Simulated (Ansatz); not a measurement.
# F₃H₂NSi + SiH₄ + H₂O: a complex and its separated parts

Aim: how far the complex at one end of a reaction step lies below its separated, relaxed parts, level by level.

Program: Ansatz 0.2.0, Gaussian basis. Level of theory: PBE0-D4/def2-TZVP structures, single points in def2-TZVPP, no counterpoise correction. These are calculated values, not measurements.

Levels: SPW92, PBE-D4, BLYP-D4, r2SCAN-D4, B97M-V, PBE0-D4, B3LYP-D4, r2SCAN0-D4, BHLYP-D4, CAM-B3LYP-D4, wB97X-V, wB97M-V, B2PLYP, PBE-QIDH, RPA on PBE, Hartree-Fock, MP2, CCSD, CCSD(T).

Correlated methods freeze the cores. B3LYP uses VWN-RPA correlation. B2PLYP carries no dispersion term here.

113 further runs of the same task are left out: 113 set aside as unsound or not needed.

### Step 1. The starting structure

The complex: 15 atoms, charge 0, spin multiplicity 1.

Atoms are counted from 1 here; the program's logs count them from 0.

Bond lengths: Si1–F3 1.574 Å, Si1–F4 1.576 Å, Si1–F5 1.573 Å, Si1–N7 1.683 Å, Si2–H8 1.485 Å, Si2–H10 1.479 Å, Si2–H11 1.488 Å, Si2–H12 1.488 Å, H6–O9 0.965 Å, N7–H13 1.010 Å, N7–H14 1.008 Å, O9–H15 0.960 Å. Angles: F3–Si1–F4 105.6°, F3–Si1–F5 108.9°, F3–Si1–N7 114.5°, F4–Si1–F5 107.9°, F4–Si1–N7 111.4°, F5–Si1–N7 108.2°, H8–Si2–H10 111.6°, H8–Si2–H11 108.0°, H8–Si2–H12 109.4°, H10–Si2–H11 109.4°, H10–Si2–H12 111.0°, H11–Si2–H12 107.4°, Si1–N7–H13 120.5°, Si1–N7–H14 118.6°, H13–N7–H14 111.7°, H6–O9–H15 104.7°.

As a file:

```xyz
15

Si   -1.45743    1.47919   -0.59869
Si    1.32245   -1.92890   -0.56890
F    -1.45914    1.09979   -2.12579
F    -2.25831    0.33072    0.12573
F    -2.25551    2.82137   -0.40713
H     0.01879    0.24195    1.71817
N     0.07451    1.67708    0.07039
H    -0.09474   -1.57771   -0.83964
O     0.16674   -0.66777    2.00570
H     1.43950   -2.89752    0.54226
H     1.89222   -2.52538   -1.80754
H     2.09232   -0.68889   -0.27810
H     0.83328    1.06682   -0.19807
H     0.39878    2.61066    0.26742
H    -0.71347   -1.04130    2.09408
```

Its parts: F₃H₂NSi holds atoms 1, 3, 4, 5, 7, 13, 14; SiH₄ holds atoms 2, 8, 10, 11, 12; H₂O holds atoms 6, 9, 15. Each part counts its atoms afresh in its own runs.

### Step 2. Relaxing F₃H₂NSi alone

The input, relax-a/in.yaml:

```yaml
crystal:
  periodic: [false, false, false]
  atoms:
    - {symbol: Si, position_ang: [-1.457428, 1.479194, -0.598688]}
    - {symbol: F, position_ang: [-1.459144, 1.099785, -2.125793]}
    - {symbol: F, position_ang: [-2.258305, 0.330722, 0.125729]}
    - {symbol: F, position_ang: [-2.255511, 2.821374, -0.407131]}
    - {symbol: N, position_ang: [0.074513, 1.677077, 0.070394]}
    - {symbol: H, position_ang: [0.833282, 1.066819, -0.198066]}
    - {symbol: H, position_ang: [0.398780, 2.610659, 0.267419]}
basis:
  gaussian: {orbitals: def2-TZVP}
hamiltonian: {xc: pbe0, dispersion: d4}
relax: {f_tol: 0.005, max_steps: 200}
```

The run is started by

```bash
ansatz run in.yaml --threads 4 --pin off --events-out ev --progress --plain --max-ram 66560MiB --backend cuda --devices 0, --max-vram 37GiB
```

The runs that follow: Relaxing SiH₄ alone; Relaxing H₂O alone; SPW92/def2-TZVPP; PBE-D4/def2-TZVPP; BLYP-D4/def2-TZVPP; r2SCAN-D4/def2-TZVPP; B97M-V/def2-TZVPP; PBE0-D4/def2-TZVPP; B3LYP-D4/def2-TZVPP; r2SCAN0-D4/def2-TZVPP; BHLYP-D4/def2-TZVPP; CAM-B3LYP-D4/def2-TZVPP; wB97X-V/def2-TZVPP; wB97M-V/def2-TZVPP; B2PLYP/def2-TZVPP; PBE-QIDH/def2-TZVPP; RPA on PBE/def2-TZVPP; CCSD(T)/def2-TZVPP; CCSD(T)/def2-QZVPP; Vibrations of F₃H₂NSi; Vibrations of SiH₄; Vibrations of H₂O.

Before running it: what results should come out? Wanted: complex less parts, CCSD(T)/def2-TZVPP; with zero-point energy; largest T1 diagnostic.

The runs gave:

| quantity | value |
| --- | --- |
| complex less parts, CCSD(T)/def2-TZVPP | -0.283 eV |
| with zero-point energy | -0.150 eV |
| largest T1 diagnostic | 0.011 |

At CCSD(T) the complex lies 0.283 eV below its parts. Among the functionals PBE-QIDH lands nearest to CCSD(T) (+0.034 eV) and SPW92 farthest (-0.280 eV). By rung, the mean size of the error is: LDA 0.280, GGA 0.090, meta-GGA 0.069, hybrid 0.058, range-separated hybrid 0.060, double hybrid 0.056 eV. PBE-D4 gives a relative energy 0.107 eV too low, outside chemical accuracy (1 kcal/mol, 0.043 eV). No counterpoise was applied, and triple zeta lacks some correlation, so the CCSD(T) reference has a basis error of its own, and close matches with it are partly luck.
